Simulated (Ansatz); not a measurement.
# GePd3: the cost of one run

Method: reference: DFT r2SCAN, plane waves, PAW, scalar-relativistic, no spin polarisation, in Ansatz 0.2.0.

### 1 Starting point

The structure is orthorhombic, space group Pmmn (No. 59). The conventional cell has a = 4.354 Å, b = 5.380 Å, c = 4.741 Å, α = 90.00°, β = 90.00°, γ = 90.00°. Pd (site symmetry mm2) has 8 Pd at 2.67 to 2.74 Å and 4 Ge at 2.69 to 2.71 Å as nearest neighbours. Ge (site symmetry mm2) is surrounded by 12 Pd at 2.67 to 2.74 Å. Around Pd (site symmetry m) lie 8 Pd at 2.67 to 2.74 Å and 4 Ge at 2.67 to 2.74 Å.

Coordinates:

```xyz
8
Lattice="5.3799 0.0000 0.0000 0.0000 4.3542 0.0000 0.0000 0.0000 4.7413" Properties=species:S:1:pos:R:3 pbc="T T T"
Pd    0.0000    2.1771    3.1767
Pd    2.6899    0.0000    1.5646
Ge    0.0000    0.0000    1.5646
Ge    2.6899    2.1771    3.1767
Pd    1.3450    0.0000    3.9495
Pd    4.0349    0.0000    3.9495
Pd    4.0349    2.1771    0.7918
Pd    1.3450    2.1771    0.7918
```

### 2 Reference

Contents of input.yaml:

```yaml
crystal:
  lattice:
    - [5.37987015, 0.0, 0.0]
    - [0.0, 4.35417151, 0.0]
    - [0.0, 0.0, 4.74133186]
  atoms:
    - { symbol: Pd, position: [0.0, 0.5, 0.67] }
    - { symbol: Pd, position: [0.5, 0.0, 0.33] }
    - { symbol: Ge, position: [0.0, 0.0, 0.33] }
    - { symbol: Ge, position: [0.5, 0.5, 0.67] }
    - { symbol: Pd, position: [0.25, 0.0, 0.833] }
    - { symbol: Pd, position: [0.75, 0.0, 0.833] }
    - { symbol: Pd, position: [0.75, 0.5, 0.167] }
    - { symbol: Pd, position: [0.25, 0.5, 0.167] }
  symmetry: { tolerance: 0.0003 }
kpoints:
  mp_grid: { grid: [4, 4, 4], shift: [0, 0, 0] }
magnetization:
  spin_polarized: false
scf:
  occupations: { method: fermi_dirac, width: 0.0132 }
hamiltonian:
  pseudopotentials: { kind: paw }
  xc: r2scan
basis:
  ecutwfc: 500
output:
  forces: true
  stress: true
  eigenvalues: true
```

Started as:

```
> ansatz run input.yaml --threads 1 --pin off --max-ram 2560MiB --backend cpu --events-out ev --progress --plain --runs-dir out
```

**Question.** How long does this run take on 1 thread of an Arm CPU, shared host, and how much memory does it need?

About 35 s, with a peak of 0.68 GiB.
